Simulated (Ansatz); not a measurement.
# C₉H₁₈: up Jacob's ladder to CCSD(T)

One table from this session's results is given with a row withheld; the runs are named, their logs left out.

Program: Ansatz 0.2.0, Gaussian basis. Level of theory: functionals in def2-TZVPP, the program's frozen cores in correlated methods. These are calculated values, not measurements.

Plan: PBE-D4, r2SCAN-D4, PBE0-D4, B3LYP-D4, ωB97X-V, ωB97M-V, B2PLYP; CCSD(T)/def2-TZVPP; MP2/def2-QZVPP; extrapolation to the limit.

1 further run of the same task is left out (it didn't finish).

### The relaxed structure

All runs share one geometry, relaxed beforehand with PBE0-D4 in a triple-zeta def2 set.

SMILES `CCCC1CCCCC1`, 27 atoms, charge 0, spin multiplicity 1.

Atoms are counted from 1 here; the program's logs count them from 0.

Bond lengths: C1–C2 1.520 Å, C1–H10 1.093 Å, C1–H11 1.092 Å, C1–H12 1.094 Å, C2–C3 1.524 Å, C2–H13 1.095 Å, C2–H14 1.095 Å, C3–C4 1.524 Å, C3–H15 1.097 Å, C3–H16 1.098 Å, C4–C5 1.536 Å, C4–C9 1.523 Å, C4–H17 1.098 Å, C5–C6 1.533 Å, C5–H18 1.096 Å, C5–H19 1.095 Å, C6–C7 1.520 Å, C6–H20 1.096 Å and more. Angles: C2–C1–H10 111.9°, C2–C1–H11 111.2°, C2–C1–H12 111.0°, H10–C1–H11 107.4°, H10–C1–H12 107.5°, H11–C1–H12 107.7°, C1–C2–C3 114.1°, C1–C2–H13 109.1°, C1–C2–H14 109.5°, C3–C2–H13 108.2°, C3–C2–H14 110.0°, H13–C2–H14 105.6°, C2–C3–C4 116.1°, C2–C3–H15 109.1°, C2–C3–H16 108.6°, C4–C3–H15 108.3°, C4–C3–H16 108.3°, H15–C3–H16 105.9° and more.

Set-up of the first run:

The input, in.yaml:

```yaml
crystal:
  periodic: [false, false, false]
  atoms:
    - {symbol: C, position_ang: [1.763501, -1.501222, 2.124231]}
    - {symbol: C, position_ang: [1.953158, -0.035199, 1.770097]}
    - {symbol: C, position_ang: [0.656830, 0.700186, 1.451775]}
    - {symbol: C, position_ang: [-0.140078, 0.173111, 0.264817]}
    - {symbol: C, position_ang: [-1.499764, 0.882483, 0.176962]}
    - {symbol: C, position_ang: [-2.105634, 0.842994, -1.230160]}
    - {symbol: C, position_ang: [-1.680296, -0.418789, -1.963714]}
    - {symbol: C, position_ang: [-0.163015, -0.425952, -2.183957]}
    - {symbol: C, position_ang: [0.586728, 0.308926, -1.066584]}
    - {symbol: H, position_ang: [1.378649, -2.077545, 1.279531]}
    - {symbol: H, position_ang: [2.707308, -1.959596, 2.428573]}
    - {symbol: H, position_ang: [1.056108, -1.617178, 2.950979]}
    - {symbol: H, position_ang: [2.439784, 0.475664, 2.607592]}
    - {symbol: H, position_ang: [2.648266, 0.050866, 0.928350]}
    - {symbol: H, position_ang: [0.879913, 1.759726, 1.273380]}
    - {symbol: H, position_ang: [0.011491, 0.674268, 2.339607]}
    - {symbol: H, position_ang: [-0.328189, -0.895721, 0.428464]}
    - {symbol: H, position_ang: [-1.380345, 1.924563, 0.494836]}
    - {symbol: H, position_ang: [-2.187031, 0.422357, 0.894616]}
    - {symbol: H, position_ang: [-1.772122, 1.714165, -1.805189]}
    - {symbol: H, position_ang: [-3.195070, 0.915766, -1.174985]}
    - {symbol: H, position_ang: [-2.201909, -0.510299, -2.920117]}
    - {symbol: H, position_ang: [-1.977466, -1.290605, -1.370186]}
    - {symbol: H, position_ang: [0.074315, 0.038889, -3.145833]}
    - {symbol: H, position_ang: [0.191461, -1.459243, -2.249066]}
    - {symbol: H, position_ang: [1.609963, -0.068882, -0.998892]}
    - {symbol: H, position_ang: [0.673444, 1.376269, -1.305131]}
basis:
  gaussian: {orbitals: def2-TZVPP}
hamiltonian: {xc: pbe, dispersion: d4}
output: {forces: true, orbitals: {seedname: orbitals}}
```

Launch:

```bash
> ansatz run in.yaml --threads 4 --pin off --events-out ev --progress --plain --max-ram 41984MiB --backend cuda --devices 0, --max-vram 37GiB
```

Steps of the session up to this table: PBE-D4 (GGA); r2SCAN-D4 (meta-GGA); PBE0-D4 (hybrid); B3LYP-D4 (hybrid); ωB97X-V (range-separated); ωB97M-V (range-separated); B2PLYP (double hybrid); CCSD(T) in def2-TZVPP; MP2 in def2-QZVPP.

One of the session's tables, all rows but one given; the rest of the session is left out.

| method | atoms, summed (eV) | atomisation energy (kJ/mol) |
| --- | --- | --- |
| PBE-D4 | -9501.041 | 11265.4 |
| r2SCAN-D4 | -9510.243 | 11082.2 |
| PBE0-D4 | -9504.040 | 11161.0 |
| B3LYP-D4 | -9517.837 | 11056.2 |
| ωB97X-V | -9513.867 | 11078.7 |
| ωB97M-V | -9510.692 | 11088.9 |
| B2PLYP | -9508.157 | 10943.8 |
| HF/def2-TZVPP | -9475.791 | 8387.9 |
| MP2/def2-TZVPP | -9491.981 | 10948.0 |
| CCSD/def2-TZVPP | -9496.980 | 10701.8 |
| CCSD(T)/def2-TZVPP | ? | ? |
| MP2/CBS | -9494.746 | 11168.9 |
| CCSD(T)/CBS | -9500.242 | 11053.8 |

**Question.** Estimate the row for CCSD(T)/def2-TZVPP.

The run gave: atoms, summed (eV): -9497.477; atomisation energy (kJ/mol): 10832.9. In the column «atoms, summed (eV)» it lies between CCSD(T)/CBS (-9500.242) and CCSD/def2-TZVPP (-9496.980).

To keep in mind: Free atoms (9 C, 18 H) were run apart at each level; the atomisation energy is their sum less the molecule, without zero-point or spin-orbit terms.
